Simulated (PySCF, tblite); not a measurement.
# C₈H₆Cl radical: geometry, infrared bands and EPR parameters

Aim: predict the infrared bands and EPR parameters of C₈H₆Cl radical (`[H]/[C]=C\c1cccc(Cl)c1`).

The runs use tblite 0.8.0 and PySCF 2.14.0, with density-fitted response routines of our own; the level of theory stands in each step. All values are computed, except where a source is named. Atoms count from 0, in the outputs and in this text.

## Step 1: The starting structure

15 atoms, charge 0, multiplicity 2; geometry from: force field or distance geometry start.

Bonds of the start (Å): C0–C1 1.30, C1–C2 1.46, C2–C3 1.40, C3–C4 1.40, C4–C5 1.40, C5–C6 1.40, C6–Cl7 1.72, C6–C8 1.40, C8–C2 1.41, C0–H9 1.06, C1–H10 1.09, C3–H11 1.10, C4–H12 1.09, C5–H13 1.08, C8–H14 1.09.

## Step 2: Geometry optimisation with GFN2-xTB

Job settings and geometry (Å):

```
{"job": {"kind": "relax", "xc": "GFN2-xTB", "basis": "xTB"}, "charge": 0, "multiplicity": 2}
C      2.844900     1.027900    -0.058600
C      2.130100    -0.060400    -0.087800
C      0.675600    -0.114600    -0.025900
C      0.024400    -1.351700    -0.066500
C     -1.370200    -1.453200    -0.006200
C     -2.146100    -0.294900     0.057500
C     -1.513900     0.952300     0.085400
Cl    -2.461400     2.384900     0.184600
C     -0.117600     1.042900     0.046200
H      3.408400     1.926200    -0.036700
H      2.657100    -1.015700    -0.136500
H      0.602800    -2.280600    -0.113700
H     -1.855300    -2.424800    -0.026600
H     -3.220400    -0.368000     0.091900
H      0.337200     2.037800     0.071100
```

Started as:

```sh
OMP_NUM_THREADS=1 python probes_run.py task.json out
```

One launch serves the whole session: the jobs run in the order shown.

**Question.** This job is followed by: GFN2-xTB harmonic vibrations, gas phase; UKS B3LYP, pcH-1 on C Cl H, non-relativistic, mean-field spin-orbit, GIAO. Predict these results of the whole session: strongest single infrared mode (GFN2-xTB); zero-point energy (GFN2-xTB); g(iso) (B3LYP); ⟨S²⟩; largest a(iso); surface potential, 1st and 99th percentile.

The runs gave:

```
                                 quantity                 value
strongest single infrared mode (GFN2-xTB)   722 cm⁻¹, 76 km/mol
             zero-point energy (GFN2-xTB)         66.6 kcal/mol
                           g(iso) (B3LYP)               2.00232
                                     ⟨S²⟩    0.762 (exact 0.75)
                           largest a(iso)  13C on C0, 323.1 MHz
    surface potential, 1st and 99th percentile    -0.51 V and 1.28 V
```

The optimisation took 43 steps and gained 0.173 eV; among the close pairs (by a distance rule), C1–C2 changed most, from 1.457 to 1.478 Å. No mode is imaginary among the 39: a minimum at this level. The strongest single mode, at 722 cm⁻¹, moves mainly H9 and C0. Unscaled tight-binding wavenumbers are off by several per cent, some by more. Its intensities can rank the bands wrongly. Most of the unpaired spin sits on C0 (1.07 e). The isotropic g lies 0.0 ppt below the free-electron value.
